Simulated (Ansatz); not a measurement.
# Ti: a strain scan

The task, for Ti: strain the cell along the Voigt pattern (0, 0, 1, 0, 0, 0).

Program: Ansatz 0.2.0. Level of theory: DFT r2SCAN, scalar-relativistic, plane waves, PAW. These are calculated values, not measurements.

**1. The system as given**

Symmetry: Fm-3m, No. 225, cubic system. The conventional cell has a = 4.060 Å, b = 4.060 Å, c = 4.060 Å, α = 90.00°, β = 90.00°, γ = 90.00°. Around Ti (site symmetry m-3m) lie 12 Ti at 2.87 Å.

Structure file:

```
Ti
1.0
     0.00000    2.03000    2.03000
     2.03000    0.00000    2.03000
     2.03000    2.03000    0.00000
Ti
1
Direct
  0.00000 0.00000 0.00000
```

The cell is taken as given, not relaxed at this level.

**2. The reference cell**

Reference values: F = -2504.2989 eV; pressure 4.41 GPa; largest force 0.000 eV/Å; gap on the mesh none (metal). It was computed beforehand with the settings of the runs below.

**3. Setting up a strain scan**

The cell is strained by ε times the Voigt pattern (0, 0, 1, 0, 0, 0) (xx, yy, zz, yz, xz, xy; engineering shear), with fractional coordinates fixed (clamped ions). The stress on the pattern is the sum of the stress components weighted by it, tension positive.

**4. At ε = -0.1500**

File input.yaml:

```yaml
crystal:
  lattice:
    - [0.0, 2.03, 1.7255]
    - [2.03, 0.0, 1.7255]
    - [2.03, 2.03, 0.0]
  atoms:
    - { symbol: Ti, position: [0.0, 0.0, 0.0] }
basis:
  ecutwfc: 500
kpoints:
  mp_grid: { grid: [20, 20, 20] }
hamiltonian:
  xc: r2scan
scf:
  occupations: { method: gaussian, width: 0.15 }
output:
  forces: true
  stress: true
  eigenvalues: true
```

The run is started by

```console
$ ansatz run input.yaml --threads 1 --pin off --max-ram 2560MiB --backend cpu --events-out ev --progress --plain --runs-dir out
```

Log (excerpt; [...] marks lines left out):

```text
Warning: RAYON_NUM_THREADS=1 ignored (pool sized by the plan → 1); use --threads N
[...]
Pseudopotentials: kind: paw
Pseudopotential: Ti, paw, valence charge 12, recommended cutoff 500 eV (meta_gga), Ti.paw.azcp
Functional definition: r2SCAN
[...]
Crystal: 1 atoms, lattice volume = 14.221 Å³
Basis set: ecut = 500 eV, 363 PW (Γ), exchange–correlation on 80×80×96 points (64 copies of the dense FFT grid, shifted against one another)
Bands: 10, of which v1, the nominal top of the filled ones, is band 6 counted from 1 (5 counted from 0)
Symmetry: 16 space group operations
Space group: I4/mmm (ITA 139), of the structure as read, at distance tolerance 2.4e-5 Å
k-points: 641 of 8000
[...]
SCF iter   1: F=—  HF=-2503.974139 eV  |F-HF|=—  |Δ(HF+E_count)|=         —  Δρ=1.38e-2  dr2=2.11e-2  dr2_τ=1.76e-2  ethr=1.77e-3  ⟨swp⟩=4.6  Hψ=34007  notcnv=0
[...]
SCF iter   6: F=-2504.027434 eV  HF=-2504.027434 eV  |F-HF|=3.98e-10  |Δ(HF+E_count)|=   6.01e-8  Δρ=2.50e-6  dr2=3.44e-10  dr2_τ=3.43e-11  ethr=2.51e-10  ⟨swp⟩=2.1  Hψ=20214  notcnv=0
[...]
SCF converged after 6 iterations
Free energy (F): -2504.027434 eV
[...]
E sigma→0 (E₀):  -2504.018151 eV
Entropy (-TS):   -0.018567 eV (-18.567 meV/atom)
Fermi energy:    16.661029 eV
[...]
--- Forces (eV/Å), atoms counted from 1 ---
  atom   1  Ti    -0.00000000     0.00000000     0.00000000
[...]
--- Stress (GPa, compression-positive) ---
       28.885665       0.000000       0.000000
        0.000000      28.885665       0.000000
        0.000000       0.000000      31.959698
  P = ⅓ Tr σ = 29.9103 GPa (299.103 kbar)
--- Band table (eV; the first three rows and the last of 641) ---
  k-point 0: bands = ["-42.0242", "-16.4992", "-16.4992", "-16.4934", "9.8853", "17.5465", "17.5465", "18.8972", "19.0928", "20.6473"]
[...]
```

It took 23 s on 1 thread of Intel Xeon at 2.50GHz (Skylake/Cascade Lake), shared host; peak memory 0.47 GiB.

**5. At ε = 0.1125**

input.yaml, as its differences from that of step 4:

```diff
@@ -2,4 +2,4 @@
   lattice:
-    - [0.0, 2.03, 1.7255]
-    - [2.03, 0.0, 1.7255]
+    - [0.0, 2.03, 2.258375]
+    - [2.03, 0.0, 2.258375]
     - [2.03, 2.03, 0.0]
```

The run is started by

```console
$ ansatz run input.yaml --threads 1 --pin off --max-ram 2560MiB --backend cpu --events-out ev --progress --plain --runs-dir out
```

Log (excerpt; [...] marks lines left out):

```text
Warning: RAYON_NUM_THREADS=1 ignored (pool sized by the plan → 1); use --threads N
[...]
[... 3 set-up lines as earlier in the session ...]
[...]
Crystal: 1 atoms, lattice volume = 18.613 Å³
Basis set: ecut = 500 eV, 477 PW (Γ), exchange–correlation on 96×96×96 points (64 copies of the dense FFT grid, shifted against one another)
Bands: 10, of which v1, the nominal top of the filled ones, is band 6 counted from 1 (5 counted from 0)
[... 1 set-up line as earlier in the session ...]
Space group: I4/mmm (ITA 139), of the structure as read, at distance tolerance 2.7e-5 Å
k-points: 641 of 8000
[...]
SCF iter   1: F=—  HF=-2504.256515 eV  |F-HF|=—  |Δ(HF+E_count)|=         —  Δρ=1.75e-2  dr2=5.57e-2  dr2_τ=6.60e-3  ethr=1.77e-3  ⟨swp⟩=4.5  Hψ=34604  notcnv=0
[...]
SCF iter   6: F=-2504.264210 eV  HF=-2504.264210 eV  |F-HF|=5.97e-9  |Δ(HF+E_count)|=   4.55e-7  Δρ=8.23e-6  dr2=9.23e-9  dr2_τ=5.05e-10  ethr=8.33e-10  ⟨swp⟩=5.0  Hψ=27425  notcnv=0
[...]
SCF converged after 6 iterations
Free energy (F): -2504.264210 eV
[...]
E sigma→0 (E₀):  -2504.253649 eV
Entropy (-TS):   -0.021121 eV (-21.121 meV/atom)
Fermi energy:    12.151633 eV
[...]
--- Forces (eV/Å), atoms counted from 1 ---
  atom   1  Ti    -0.00000000     0.00000000     0.00000000
[...]
--- Stress (GPa, compression-positive) ---
       -5.908254       0.000000       0.000000
        0.000000      -5.908254       0.000000
        0.000000       0.000000      -9.563699
  P = ⅓ Tr σ = -7.1267 GPa (-71.267 kbar)
--- Band table (eV; the first three rows and the last of 641) ---
  k-point 0: bands = ["-47.0417", "-21.9066", "-21.8954", "-21.8954", "5.8578", "12.6083", "13.4409", "13.4409", "14.2266", "15.1708"]
[...]
```

Run time: 31 s. Hardware: 1 thread of Intel Xeon at 2.50GHz (Skylake/Cascade Lake), shared host; peak memory 0.51 GiB.

**6. At ε = -0.0750**

input.yaml, as its differences from that of step 5:

```diff
@@ -2,4 +2,4 @@
   lattice:
-    - [0.0, 2.03, 2.258375]
-    - [2.03, 0.0, 2.258375]
+    - [0.0, 2.03, 1.87775]
+    - [2.03, 0.0, 1.87775]
     - [2.03, 2.03, 0.0]
```

The run is started by

```console
$ ansatz run input.yaml --threads 1 --pin off --max-ram 2560MiB --backend cpu --events-out ev --progress --plain --runs-dir out
```

Log (excerpt; [...] marks lines left out):

```text
[...]
SCF converged after 6 iterations
Free energy (F): -2504.217472 eV
[...]
E sigma→0 (E₀):  -2504.209134 eV
Entropy (-TS):   -0.016674 eV (-16.674 meV/atom)
Fermi energy:    15.165083 eV
[...]
--- Forces (eV/Å), atoms counted from 1 ---
  atom   1  Ti    -0.00000000     0.00000000     0.00000000
[...]
--- Stress (GPa, compression-positive) ---
       14.522665       0.000000       0.000000
        0.000000      14.522665       0.000000
        0.000000       0.000000      16.895448
  P = ⅓ Tr σ = 15.3136 GPa (153.136 kbar)
--- Band table (eV; the first three rows and the last of 641) ---
  k-point 0: bands = ["-43.6844", "-18.3215", "-18.3215", "-18.3165", "8.4538", "16.0668", "16.0668", "16.7065", "17.8963", "18.6486"]
[...]
```

Run time: 25 s. Hardware: 1 thread of Intel Xeon at 2.50GHz (Skylake/Cascade Lake), shared host; peak memory 0.49 GiB.

**7. Point ε = 0.0375**

input.yaml, as its differences from that of step 6:

```diff
@@ -2,4 +2,4 @@
   lattice:
-    - [0.0, 2.03, 1.87775]
-    - [2.03, 0.0, 1.87775]
+    - [0.0, 2.03, 2.106125]
+    - [2.03, 0.0, 2.106125]
     - [2.03, 2.03, 0.0]
```

The run is started by

```console
$ ansatz run input.yaml --threads 1 --pin off --max-ram 2560MiB --backend cpu --events-out ev --progress --plain --runs-dir out
```

Log (excerpt; [...] marks lines left out):

```text
[...]
SCF converged after 6 iterations
Free energy (F): -2504.305803 eV
[...]
E sigma→0 (E₀):  -2504.296804 eV
Entropy (-TS):   -0.017998 eV (-17.998 meV/atom)
Fermi energy:    13.251952 eV
[...]
--- Forces (eV/Å), atoms counted from 1 ---
  atom   1  Ti    -0.00000000     0.00000000    -0.00000000
[...]
--- Stress (GPa, compression-positive) ---
        0.436401       0.000000       0.000000
        0.000000       0.436401       0.000000
        0.000000       0.000000      -0.790749
  P = ⅓ Tr σ = 0.0274 GPa (0.274 kbar)
--- Band table (eV; the first three rows and the last of 641) ---
  k-point 0: bands = ["-45.8130", "-20.6067", "-20.6036", "-20.6036", "6.7577", "14.0616", "14.3560", "14.3560", "15.8745", "16.2158"]
[...]
```

Wall time 28 s (1 thread of Intel Xeon at 2.50GHz (Skylake/Cascade Lake), shared host); peak memory 0.51 GiB.

**8. ε = 0.1500**

input.yaml, as its differences from that of step 7:

```diff
@@ -2,4 +2,4 @@
   lattice:
-    - [0.0, 2.03, 2.106125]
-    - [2.03, 0.0, 2.106125]
+    - [0.0, 2.03, 2.3345]
+    - [2.03, 0.0, 2.3345]
     - [2.03, 2.03, 0.0]
```

The run is started by

```console
$ ansatz run input.yaml --threads 1 --pin off --max-ram 2560MiB --backend cpu --events-out ev --progress --plain --runs-dir out
```

Log (excerpt; [...] marks lines left out):

```text
[...]
SCF converged after 6 iterations
Free energy (F): -2504.219044 eV
[...]
E sigma→0 (E₀):  -2504.207715 eV
Entropy (-TS):   -0.022657 eV (-22.657 meV/atom)
Fermi energy:    11.652384 eV
[...]
--- Forces (eV/Å), atoms counted from 1 ---
  atom   1  Ti    -0.00000000     0.00000000    -0.00000000
[...]
--- Stress (GPa, compression-positive) ---
       -8.274284       0.000000       0.000000
        0.000000      -8.274284       0.000000
        0.000000       0.000000     -13.443169
  P = ⅓ Tr σ = -9.9972 GPa (-99.972 kbar)
--- Band table (eV; the first three rows and the last of 641) ---
  k-point 0: bands = ["-47.6039", "-22.4980", "-22.4805", "-22.4805", "5.4621", "11.9566", "13.0322", "13.0322", "13.4686", "14.6758"]
[...]
```

Run time: 32 s. Hardware: 1 thread of Intel Xeon at 2.50GHz (Skylake/Cascade Lake), shared host; peak memory 0.52 GiB.

**9. ε = -0.1125**

input.yaml, as its differences from that of step 8:

```diff
@@ -2,4 +2,4 @@
   lattice:
-    - [0.0, 2.03, 2.3345]
-    - [2.03, 0.0, 2.3345]
+    - [0.0, 2.03, 1.801625]
+    - [2.03, 0.0, 1.801625]
     - [2.03, 2.03, 0.0]
```

The run is started by

```console
$ ansatz run input.yaml --threads 1 --pin off --max-ram 2560MiB --backend cpu --events-out ev --progress --plain --runs-dir out
```

Log (excerpt; [...] marks lines left out):

```text
Warning: RAYON_NUM_THREADS=1 ignored (pool sized by the plan → 1); use --threads N
[...]
[... 3 set-up lines as earlier in the session ...]
[...]
Crystal: 1 atoms, lattice volume = 14.849 Å³
Basis set: ecut = 500 eV, 371 PW (Γ), exchange–correlation on 80×80×96 points (64 copies of the dense FFT grid, shifted against one another)
Bands: 10, of which v1, the nominal top of the filled ones, is band 6 counted from 1 (5 counted from 0)
[... 1 set-up line as earlier in the session ...]
Space group: I4/mmm (ITA 139), of the structure as read, at distance tolerance 2.5e-5 Å
k-points: 641 of 8000
[...]
SCF iter   1: F=—  HF=-2504.092313 eV  |F-HF|=—  |Δ(HF+E_count)|=         —  Δρ=1.39e-2  dr2=2.32e-2  dr2_τ=1.46e-2  ethr=1.77e-3  ⟨swp⟩=4.5  Hψ=33886  notcnv=0
[...]
SCF iter   6: F=-2504.137292 eV  HF=-2504.137292 eV  |F-HF|=2.17e-10  |Δ(HF+E_count)|=   6.42e-8  Δρ=2.72e-6  dr2=4.91e-10  dr2_τ=5.69e-11  ethr=3.70e-10  ⟨swp⟩=2.1  Hψ=23084  notcnv=0
[...]
SCF converged after 6 iterations
Free energy (F): -2504.137292 eV
[...]
E sigma→0 (E₀):  -2504.128587 eV
Entropy (-TS):   -0.017409 eV (-17.409 meV/atom)
Fermi energy:    15.889070 eV
[...]
--- Forces (eV/Å), atoms counted from 1 ---
  atom   1  Ti    -0.00000000    -0.00000000     0.00000000
[...]
--- Stress (GPa, compression-positive) ---
       21.079347       0.000000       0.000000
        0.000000      21.079347       0.000000
        0.000000       0.000000      24.163941
  P = ⅓ Tr σ = 22.1075 GPa (221.075 kbar)
--- Band table (eV; the first three rows and the last of 641) ---
  k-point 0: bands = ["-42.8839", "-17.4475", "-17.4475", "-17.4414", "9.1345", "16.7635", "16.7635", "17.7493", "18.4855", "19.6367"]
[...]
```

Wall time 24 s (1 thread of Intel Xeon at 2.50GHz (Skylake/Cascade Lake), shared host); peak memory 0.47 GiB.

**10. At ε = 0.0750**

input.yaml, as its differences from that of step 9:

```diff
@@ -2,4 +2,4 @@
   lattice:
-    - [0.0, 2.03, 1.801625]
-    - [2.03, 0.0, 1.801625]
+    - [0.0, 2.03, 2.18225]
+    - [2.03, 0.0, 2.18225]
     - [2.03, 2.03, 0.0]
```

The run is started by

```console
$ ansatz run input.yaml --threads 1 --pin off --max-ram 2560MiB --backend cpu --events-out ev --progress --plain --runs-dir out
```

Log (excerpt; [...] marks lines left out):

```text
[...]
SCF converged after 6 iterations
Free energy (F): -2504.293548 eV
[...]
E sigma→0 (E₀):  -2504.283759 eV
Entropy (-TS):   -0.019577 eV (-19.577 meV/atom)
Fermi energy:    12.685146 eV
[...]
--- Forces (eV/Å), atoms counted from 1 ---
  atom   1  Ti    -0.00000000     0.00000000    -0.00000000
[...]
--- Stress (GPa, compression-positive) ---
       -3.003371       0.000000       0.000000
        0.000000      -3.003371       0.000000
        0.000000       0.000000      -5.377413
  P = ⅓ Tr σ = -3.7947 GPa (-37.947 kbar)
--- Band table (eV; the first three rows and the last of 641) ---
  k-point 0: bands = ["-46.4450", "-21.2770", "-21.2703", "-21.2703", "6.2882", "13.3085", "13.8804", "13.8804", "15.0289", "15.6849"]
[...]
```

Run time: 29 s. Hardware: 1 thread of Intel Xeon at 2.50GHz (Skylake/Cascade Lake), shared host; peak memory 0.51 GiB.

**11. At ε = -0.0375**

input.yaml, as its differences from that of step 10:

```diff
@@ -2,4 +2,4 @@
   lattice:
-    - [0.0, 2.03, 2.18225]
-    - [2.03, 0.0, 2.18225]
+    - [0.0, 2.03, 1.953875]
+    - [2.03, 0.0, 1.953875]
     - [2.03, 2.03, 0.0]
```

The run is started by

```console
$ ansatz run input.yaml --threads 1 --pin off --max-ram 2560MiB --backend cpu --events-out ev --progress --plain --runs-dir out
```

Log (excerpt; [...] marks lines left out):

```text
[...]
SCF converged after 6 iterations
Free energy (F): -2504.270351 eV
[...]
E sigma→0 (E₀):  -2504.261955 eV
Entropy (-TS):   -0.016793 eV (-16.793 meV/atom)
Fermi energy:    14.488468 eV
[...]
--- Forces (eV/Å), atoms counted from 1 ---
  atom   1  Ti     0.00000000     0.00000000     0.00000000
[...]
--- Stress (GPa, compression-positive) ---
        9.070356       0.000000       0.000000
        0.000000       9.070356       0.000000
        0.000000       0.000000      10.266170
  P = ⅓ Tr σ = 9.4690 GPa (94.690 kbar)
--- Band table (eV; the first three rows and the last of 641) ---
  k-point 0: bands = ["-44.4359", "-19.1339", "-19.1339", "-19.1313", "7.8350", "15.4406", "15.4406", "15.7521", "17.3220", "17.6881"]
[...]
```

It took 26 s on 1 thread of Intel Xeon at 2.50GHz (Skylake/Cascade Lake), shared host; peak memory 0.5 GiB.

**12. Point ε = 0.1312**

input.yaml, as its differences from that of step 11:

```diff
@@ -2,4 +2,4 @@
   lattice:
-    - [0.0, 2.03, 1.953875]
-    - [2.03, 0.0, 1.953875]
+    - [0.0, 2.03, 2.296336]
+    - [2.03, 0.0, 2.296336]
     - [2.03, 2.03, 0.0]
```

The run is started by

```console
$ ansatz run input.yaml --threads 1 --pin off --max-ram 2560MiB --backend cpu --events-out ev --progress --plain --runs-dir out
```

Log (excerpt; [...] marks lines left out):

```text
Warning: RAYON_NUM_THREADS=1 ignored (pool sized by the plan → 1); use --threads N
[...]
[... 3 set-up lines as earlier in the session ...]
[...]
Crystal: 1 atoms, lattice volume = 18.926 Å³
Basis set: ecut = 500 eV, 485 PW (Γ), exchange–correlation on 96×96×96 points (64 copies of the dense FFT grid, shifted against one another)
Bands: 10, of which v1, the nominal top of the filled ones, is band 6 counted from 1 (5 counted from 0)
[... 2 set-up lines as earlier in the session ...]
k-points: 641 of 8000
[...]
SCF iter   1: F=—  HF=-2504.238001 eV  |F-HF|=—  |Δ(HF+E_count)|=         —  Δρ=1.79e-2  dr2=6.03e-2  dr2_τ=6.37e-3  ethr=1.77e-3  ⟨swp⟩=4.5  Hψ=34736  notcnv=0
[...]
SCF iter   6: F=-2504.243587 eV  HF=-2504.243587 eV  |F-HF|=1.05e-8  |Δ(HF+E_count)|=   2.91e-7  Δρ=9.78e-6  dr2=1.37e-8  dr2_τ=8.11e-10  ethr=8.33e-10  ⟨swp⟩=5.0  Hψ=26851  notcnv=0
[...]
SCF converged after 6 iterations
Free energy (F): -2504.243587 eV
[...]
E sigma→0 (E₀):  -2504.232629 eV
Entropy (-TS):   -0.021916 eV (-21.916 meV/atom)
Fermi energy:    11.898564 eV
[...]
--- Forces (eV/Å), atoms counted from 1 ---
  atom   1  Ti    -0.00000000     0.00000000     0.00000000
[...]
--- Stress (GPa, compression-positive) ---
       -7.150182       0.000000       0.000000
        0.000000      -7.150182       0.000000
        0.000000       0.000000     -11.543957
  P = ⅓ Tr σ = -8.6148 GPa (-86.148 kbar)
--- Band table (eV; the first three rows and the last of 641) ---
  k-point 0: bands = ["-47.3263", "-22.2062", "-22.1921", "-22.1921", "5.6564", "12.2775", "13.2335", "13.2335", "13.8430", "14.9214"]
[...]
```

It took 30 s on 1 thread of Intel Xeon at 2.50GHz (Skylake/Cascade Lake), shared host; peak memory 0.52 GiB.

**13. All points together**

The scan, with free energies counted from the undisturbed cell:

```csv
ε,ΔE (meV/atom),stress on the pattern (GPa),pressure (GPa)
-0.1500,271.5,-31.96,29.9
-0.1125,161.6,-24.16,22.1
-0.0750,81.5,-16.90,15.3
-0.0375,28.6,-10.27,9.5
0.0000,0.0,-4.41,4.4
0.0375,-6.9,0.79,0.0
0.0750,5.4,5.38,-3.8
0.1125,34.7,9.56,-7.1
0.1312,55.3,11.54,-8.6
0.1500,79.9,13.44,-10.0
```

**14. Summary of results**

| quantity | value |
| --- | --- |
| slope of the stress at ε = 0, over ±0.0375 | 147 GPa |

In words: From the stress slope, C33 is about 147 GPa with the ions clamped. The step is wide, so higher orders mix in. The reference stands under 4.4 GPa, so this is no zero-stress constant. The undisturbed cell is not the lowest point: the energy is 6.9 meV/atom lower at ε = 0.0375; the cell was taken as given and not relaxed at this level. Compression costs more than tension: 271.5 against 79.9 meV/atom at the ends.
